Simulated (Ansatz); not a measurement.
**ClH₅OSi₂: ionisation energy by level of theory**

The task here is to estimate one member of a computed series from the others.

The runs use Ansatz 0.2.0, Gaussian basis; unrestricted cation, the program's frozen cores in correlated methods.

Plan: UKS PBE-D4/def2-TZVPP; UKS r2SCAN-D4/def2-TZVPP; UKS PBE0-D4/def2-TZVPP; UKS B3LYP-D4/def2-TZVPP; UKS wB97X-V/def2-TZVPP; UKS wB97M-V/def2-TZVPP; UKS B2PLYP/def2-TZVPP; UHF-CCSD(T)/def2-TZVPP; UHF-MP2/def2-QZVPP; extrapolation to the limit; then −ε(HOMO) from the neutral's earlier runs with LDA (SPW92), PBE-D4, revPBE-D4, BLYP-D4, r2SCAN-D4, B97M-V, PBE0-D4, B3LYP-D4, r2SCANh-D4, r2SCAN0-D4, HSE06-D4, BHLYP-D4, CAM-B3LYP-D4, LC-ωPBE, ωB97X-V, ωB97M-V.

## The relaxed structure

An earlier PBE0-D4 in a triple-zeta def2 set relaxation fixed the geometry.

SMILES `O[SiH]([SiH3])Cl`, 9 atoms, charge 0, spin multiplicity 1.

Atoms are counted from 1 here; the program's logs count them from 0.

Bond lengths: O1–Si2 1.639 Å, O1–H5 0.959 Å, Si2–Si3 2.335 Å, Si2–Cl4 2.068 Å, Si2–H6 1.486 Å, Si3–H7 1.487 Å, Si3–H8 1.485 Å, Si3–H9 1.487 Å. Angles: Si2–O1–H5 118.4°, O1–Si2–Si3 107.4°, O1–Si2–Cl4 110.6°, O1–Si2–H6 111.0°, Si3–Si2–Cl4 108.6°, Si3–Si2–H6 114.5°, Cl4–Si2–H6 104.7°, Si2–Si3–H7 110.4°, Si2–Si3–H8 109.5°, Si2–Si3–H9 108.6°, H7–Si3–H8 109.7°, H7–Si3–H9 109.1°, H8–Si3–H9 109.5°.

The first run:

in.yaml reads:

```yaml
crystal:
  periodic: [false, false, false]
  atoms:
    - {symbol: O, position_ang: [0.516926, 0.942062, -1.606350]}
    - {symbol: Si, position_ang: [-0.265634, 0.799784, -0.173182]}
    - {symbol: Si, position_ang: [0.351899, -1.250228, 0.759305]}
    - {symbol: Cl, position_ang: [-2.313364, 0.805769, -0.459027]}
    - {symbol: H, position_ang: [0.374027, 1.735029, -2.126848]}
    - {symbol: H, position_ang: [-0.002934, 1.975785, 0.697069]}
    - {symbol: H, position_ang: [1.819895, -1.291757, 0.992457]}
    - {symbol: H, position_ang: [-0.039653, -2.350404, -0.158748]}
    - {symbol: H, position_ang: [-0.352662, -1.412341, 2.058223]}
basis:
  gaussian: {orbitals: def2-TZVPP}
total_charge: 1
magnetization: {spin_polarized: true, initial_magnetization: 1}
hamiltonian: {xc: pbe, dispersion: d4}
```

Command:

```
$ ansatz run in.yaml --threads 2 --pin off --events-out ev --progress --plain --max-ram 32768MiB --backend cpu
```

Steps of the session up to this table: Cation, UKS PBE-D4/def2-TZVPP; Cation, UKS r2SCAN-D4/def2-TZVPP; Cation, UKS PBE0-D4/def2-TZVPP; Cation, UKS B3LYP-D4/def2-TZVPP; Cation, UKS wB97X-V/def2-TZVPP; Cation, UKS wB97M-V/def2-TZVPP; Cation, UKS B2PLYP (frozen core)/def2-TZVPP; Cation, UHF-CCSD(T)/def2-TZVPP; Cation, UHF-MP2/def2-QZVPP.

One of the session's tables, all rows but one given; the rest of the session is left out.

It belongs to the step «Ionisation energies side by side». Orbital estimates, from the neutral's runs:

```
  functional  −ε(HOMO) (eV)
 LDA (SPW92)           7.00
      PBE-D4           6.93
   revPBE-D4              ?
     BLYP-D4           6.81
   r2SCAN-D4           7.22
      B97M-V           7.33
     PBE0-D4           8.14
    B3LYP-D4           7.94
  r2SCANh-D4           7.66
  r2SCAN0-D4           8.33
    HSE06-D4           7.75
    BHLYP-D4           9.26
CAM-B3LYP-D4           9.45
     LC-ωPBE          10.76
     ωB97X-V          10.44
     ωB97M-V          10.21
```

Estimate the missing values for revPBE-D4.

As computed: −ε(HOMO) (eV): 6.89. In the column «−ε(HOMO) (eV)» it lies between BLYP-D4 (6.81) and PBE-D4 (6.93).
